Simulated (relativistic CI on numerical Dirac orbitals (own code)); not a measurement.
# Bi XXXVIII (Bi³⁷⁺): levels and lines

Aim: the low levels of Bi³⁷⁺, their labels and the strongest lines; runs with one setting changed show what the result hangs on.

Program: relativistic CI on numerical Dirac orbitals (own code) version 4. Level of theory: Dirac-Coulomb-Breit CI, KLI orbitals optimised for each configuration, model QED (radiative potential, 1s self-energy scaled to tabulated hydrogen-like ionisation energies). These are calculated values, not measurements, unless marked.

## (1) Starting point

| Item | Value |
| --- | --- |
| ion | Bi³⁷⁺ (Bi XXXVIII) |
| nuclear charge | 83 |
| electrons | 46 |
| isotope | A = 209 |
| first configuration typed | [Kr] 4d10 |

Outer shells as boxes (Hund's rule):

first configuration typed
```
[Kr] core
4d [↑↓][↑↓][↑↓][↑↓][↑↓]
```

## (2) The main run

Input settings:

```ini
atom Bi  Z=83  charge=37  electrons=46
nucleus A=209  rms_radius_fm=5.5211
hamiltonian dirac-coulomb  breit=on  qed=on  c_scale=1
orbitals kli  potential=per-configuration
slater_scale 1
correlation none
mixing on
configurations
  [Kr] 4d10
  [Kr] 4d9 4f
  [Ar] 3d10 4s2 4p5 4d10 4f
  [Ar] 3d10 4s 4p6 4d10 4f
  [Kr] 4d9 5s
  [Kr] 4d9 5p
  [Kr] 4d9 5d
  [Ar] 3d10 4s2 4p5 4d10 5s
  [Kr] 4d9 5f
  [Ar] 3d10 4s2 4p5 4d10 5p
  [Kr] 4d9 5g
  [Kr] 4d9 6s
  [Ar] 3d10 4s2 4p5 4d10 5d
  [Ar] 3d10 4s 4p6 4d10 5s
  [Kr] 4d9 6p
  [Kr] 4d9 6d
  [Ar] 3d10 4s 4p6 4d10 5p
  [Ar] 3d10 4p6 4d10 4f2
  [Ar] 3d10 4p6 4d9 4f3
  [Ar] 3d10 4p5 4d10 4f3
  [Ar] 3d10 4p6 4d9 4f2 5s
  [Ar] 3d10 4p6 4d9 4f2 5p
  [Ar] 3d10 4p6 4d9 4f2 5d
end
```

Run with:

```
python run_levels.py task.json out
```

One command runs all members of the session, one after another, from task.json.

## (3) Slater integrals scaled by 0.9

Changes to the settings of step 2:

```diff
@@ -4,3 +4,3 @@
 orbitals kli  potential=per-configuration
-slater_scale 1
+slater_scale 0.9
 correlation none
```

## (4) Without the Breit term

Changes to the settings of step 3:

```diff
@@ -2,5 +2,5 @@
 nucleus A=209  rms_radius_fm=5.5211
-hamiltonian dirac-coulomb  breit=on  qed=on  c_scale=1
+hamiltonian dirac-coulomb  breit=off  qed=on  c_scale=1
 orbitals kli  potential=per-configuration
-slater_scale 0.9
+slater_scale 1
 correlation none
```

## (5) One common potential

Changes to the settings of step 4:

```diff
@@ -2,4 +2,4 @@
 nucleus A=209  rms_radius_fm=5.5211
-hamiltonian dirac-coulomb  breit=off  qed=on  c_scale=1
-orbitals kli  potential=per-configuration
+hamiltonian dirac-coulomb  breit=on  qed=on  c_scale=1
+orbitals kli  potential=mean
 slater_scale 1
```

(Steps that only read results are left out.)

Q: Predict the outcome of this session. Wanted: lowest level; first excitation; lowest level of the other parity; fastest E1 line; ionisation energy.

**Answer**, as computed:

| run | time | mean size of shift, levels followed (cm⁻¹) | lowest level | ionisation energy (eV) |
| --- | --- | --- | --- | --- |
| main run | 2.9 s | 0 | 4d10 1S0 | 1783.3 |
| Slater integrals scaled by 0.9 | 2.8 s | 3215 | 4d10 1S0 | 1783.3 |
| without the Breit term | 1.9 s | 5894 | 4d10 1S0 | 1784.2 |
| one common potential | 2.1 s | 1619 | 4d10 1S0 | - |

The tabulated theoretical ionisation energy (NIST) is 1784 eV.

| quantity | value |
| --- | --- |
| lowest level | 4d10 1S0 |
| first excitation | 4d9 4f 3P°0, 234.42 eV |
| lowest level of the other parity | 4d9 4f 3P°0, 234.42 eV |
| levels in the model | 2650 |
| fastest E1 line (by rate) to the lowest level among the lowest 190 of 2650 levels | 1.413 nm, from 4d9 5f [4d5/2^5 5f7/2] J=1° |
| ionisation energy | 1783.3 eV |
| ionisation energy, tabulated theoretical (NIST) | 1784 eV |

What this shows: The lowest level is 4d10 1S0, 100 % pure in LS and 100 % in jj coupling; over the low levels the means are 69 and 92 %, so jj coupling describes them better. The ionisation energy agrees with the tabulated theoretical value within its uncertainty of 4 eV. Of the changes tried, the run «without the Breit term» moves the low levels most, by 5894 cm⁻¹ on average. Lifetimes count radiative decay inside the model alone.
